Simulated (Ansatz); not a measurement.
Runs of Ansatz 0.2.0 on WAu. It takes space group F-43m (No. 216, cubic). Conventional cell: a = 5.496 Å, b = 5.496 Å, c = 5.496 Å, α = 90.00°, β = 90.00°, γ = 90.00°. W (site symmetry -43m) is surrounded by 4 Au at 2.38 Å. Around Au (site symmetry -43m) lie 4 W at 2.38 Å. The cell was built by a generator and needn't be a form met in nature.

| task | level | cell | smearing | gap on the mesh (eV) | pressure (GPa) | relaxed volume (Å³/atom) |
| --- | --- | --- | --- | --- | --- | --- |
| relaxation of the atoms | PBE | atoms relaxed from: strained by +2 % | fermi-dirac 0.05 eV | none | 22.8 | - |
| relaxation of cell and atoms | RPBE+D3(BJ) | relaxed | fermi-dirac 0.05 eV | none | 0.0 | 21.35 |
| single point | PBE | as given | gaussian 0.025 eV | none | 32.7 | - |
| relaxation of cell and atoms | revPBE+D3(BJ) | relaxed | fermi-dirac 0.05 eV | none | 0.0 | (a) |
| relaxation of cell and atoms | PBEsol+D3(BJ) | relaxed | fermi-dirac 0.05 eV | none | 0.0 | (b) |
| relaxation of cell and atoms | PBE+D3(BJ) | relaxed | fermi-dirac 0.05 eV | none | 0.0 | 23.94 |
| relaxation of cell and atoms | BLYP+D3(BJ) | relaxed | fermi-dirac 0.05 eV | none | 0.0 | 24.06 |
| relaxation of cell and atoms | PBE+D4 | relaxed | fermi-dirac 0.05 eV | none | 0.0 | 23.96 |

Alike in all rows: potentials or basis Ansatz PAW; no spin polarisation; k mesh 8 × 8 × 8; cutoff (eV) 420.

Q: Fill in the values left out.

A: (a) 23.68; (b) 23.11.

Caveats: the plane-wave basis is chosen anew once the cell has moved, so the energies of steps on either side of that aren't comparable (some runs); pairwise dispersion overbinds metals, which lowers pressure and volume (some runs); the PAW data sets come from PBE, with cores solved anew for the run's functional, which leaves a small shift of forces and pressure (some runs); the volume moved by over 15 % at a fixed basis, so the end points are rough (some runs); the relaxation stopped at its first step, so nothing moved (some runs); the thresholds are loose for stress (some runs); a pressure of tens of GPa on the cell as given is suspect, and the run, the potentials or the cell itself is likely at fault (some runs).

A k mesh can miss the band edges, and the runs leave out spin-orbit coupling on Au, W.

A gap of «none» marks a metal or a gap under the smearing width.
